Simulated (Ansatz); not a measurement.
# ZrH₂ (singlet): from Hartree-Fock to the top rungs at angle H2–Zr1–H3 = 142.2°, def2-SVP

An exercise on one series of results from a longer session: the logs are not shown, and one member is left open.

Program: Ansatz 0.2.0, Gaussian basis. Level of theory: def2-SVP, core rule «outside noble gas», up to 4 orbitals frozen. These are calculated values, not measurements.

To be run: UHF; CCSD(T) on RHF; CCSD(T) on UHF; CISD; CCSDT(Q) on RHF; CCSDT(Q) on UHF; CASSCF and MRCISD+Q, 2 electrons in 2 orbitals; CASSCF and NEVPT2, 2 electrons in 2 orbitals; Full CI.

21 further runs of the same task are left out: 14 for a known fault of the program, 5 that didn't finish, 2 set aside as unsound or not needed.

### The system

The geometry derives from a PBE0/def2-TZVP stationary point (not a proven minimum). One angle is set to the value named; bond lengths are kept. No spin-orbit coupling is included. Elements past krypton take def2 core potentials.

3 atoms, charge 0, spin multiplicity 1.

Atoms are counted from 1 here; the program's logs count them from 0.

Bond lengths: Zr1–H2 1.929 Å, Zr1–H3 1.929 Å. Angles: H2–Zr1–H3 142.2°.

The first run:

Contents of in.yaml:

```yaml
crystal:
  periodic: [false, false, false]
  atoms:
    - {symbol: Zr, position_ang: [-0.013508, 0.000000, 0.000000]}
    - {symbol: H, position_ang: [0.611264, 0.000000, -1.824809]}
    - {symbol: H, position_ang: [0.611264, 0.000000, 1.824809]}
basis:
  gaussian: {orbitals: def2-SVP}
magnetization: {spin_polarized: true, initial_magnetization: 0}
hamiltonian: {xc: hf}
output: {orbitals: {seedname: orbitals}}
```

Command:

```console
$ ansatz run in.yaml --threads 1 --pin off --events-out ev --progress --plain --max-ram 2393MiB
```

Among the steps run: UHF; CCSD(T) on RHF; CCSD(T) on UHF; CISD; CCSDT(Q) on RHF; CCSDT(Q) on UHF; CASSCF and MRCISD+Q, 2 electrons in 2 orbitals; CASSCF and NEVPT2, 2 electrons in 2 orbitals; Full CI.

One of the session's tables, all rows but one given; the rest of the session is left out.

| method | from FCI (kcal/mol) |
| --- | --- |
| RHF | ? |
| RMP2 | +24.75 |
| CISD | +10.26 |
| RCCSD | +4.38 |
| RCCSD(T) | +1.34 |
| RCCSDT | +0.07 |
| RCCSDT(Q) | -0.09 |
| FCI | 0 |

Q: Estimate the row for RHF from the others.

As computed: from FCI (kcal/mol): +74.27. In the column «from FCI (kcal/mol)» it is the highest.

Left out of the table: CASSCF pair, NEVPT2 pair, MRCISD pair, MRCISD+Q pair (the active space lost an orbital or holds another state than full CI finds).

Left out of the table: UHF, UMP2, UCCSD, UCCSD(T), UCCSDT, UCCSDT(Q) (another determinant or state than the rows shown).

Caveats from the session: RCCSDT(Q) falls below full CI, which methods that aren't variational can do.
